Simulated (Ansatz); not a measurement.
# AsH₆NSi: small, medium and large basis sets

An exercise on one series of results from a longer session: the logs are not shown, and one member is left open.

The runs use Ansatz 0.2.0, Gaussian basis; one geometry, several basis sets.

Plan: PBE0-D4/def2-SVP; ωB97M-V/def2-SVP; PBE0-D4/def2-QZVPP; ωB97M-V/def2-QZVPP; the functionals' def2-TZVPP values are taken from earlier runs.

### Structure used throughout

The geometry comes from an earlier relaxation with PBE0-D4 in a triple-zeta def2 set; it is a stationary point, not always the lowest conformer.

SMILES `N[AsH][SiH3]`, 9 atoms, charge 0, spin multiplicity 1.

Atoms are counted from 1 here; the program's logs count them from 0.

Bond lengths: N1–As2 1.864 Å, N1–H4 1.011 Å, N1–H5 1.011 Å, As2–Si3 2.365 Å, As2–H6 1.537 Å, Si3–H7 1.488 Å, Si3–H8 1.485 Å, Si3–H9 1.489 Å. Angles: As2–N1–H4 110.5°, As2–N1–H5 114.1°, H4–N1–H5 108.7°, N1–As2–Si3 94.9°, N1–As2–H6 101.5°, Si3–As2–H6 91.9°, As2–Si3–H7 108.9°, As2–Si3–H8 109.3°, As2–Si3–H9 111.1°, H7–Si3–H8 109.3°, H7–Si3–H9 109.2°, H8–Si3–H9 109.0°.

The first run:

The input, in.yaml:

```yaml
crystal:
  periodic: [false, false, false]
  atoms:
    - {symbol: N, position_ang: [-1.101086, 0.718983, -1.145642]}
    - {symbol: As, position_ang: [0.735085, 0.438144, -0.988942]}
    - {symbol: Si, position_ang: [0.557260, -1.064698, 0.828624]}
    - {symbol: H, position_ang: [-1.303717, 1.291362, -1.954263]}
    - {symbol: H, position_ang: [-1.525333, 1.144264, -0.332310]}
    - {symbol: H, position_ang: [1.144072, 1.592639, -0.059758]}
    - {symbol: H, position_ang: [1.889510, -1.194007, 1.477891]}
    - {symbol: H, position_ang: [0.123929, -2.393314, 0.326652]}
    - {symbol: H, position_ang: [-0.431220, -0.579671, 1.830648]}
basis:
  gaussian: {orbitals: def2-SVP}
hamiltonian: {xc: pbe0, dispersion: d4}
output: {orbitals: {seedname: orbitals}}
```

Started as:

```
ansatz run in.yaml --threads 2 --pin off --events-out ev --progress --plain --max-ram 4352MiB
```

Steps of the session up to this table: PBE0-D4 in def2-SVP; ωB97M-V in def2-SVP; PBE0-D4 in def2-QZVPP; ωB97M-V in def2-QZVPP.

One table of the session follows, with a row left open; its other results are not shown here.

It belongs to the step «Functionals by basis». 

```
functional       basis  HOMO (eV)  LUMO (eV)
   PBE0-D4    def2-SVP      -7.05       0.01
   PBE0-D4  def2-TZVPP          ?          ?
   PBE0-D4  def2-QZVPP      -7.17      -0.49
   ωB97M-V    def2-SVP      -9.13       1.91
   ωB97M-V  def2-TZVPP      -9.22       1.41
   ωB97M-V  def2-QZVPP      -9.26       1.09
```

Estimate the missing values for PBE0-D4, def2-TZVPP.

As computed: HOMO (eV): -7.13; LUMO (eV): -0.33. In the column «HOMO (eV)» it lies between PBE0-D4, def2-QZVPP (-7.17) and PBE0-D4, def2-SVP (-7.05).
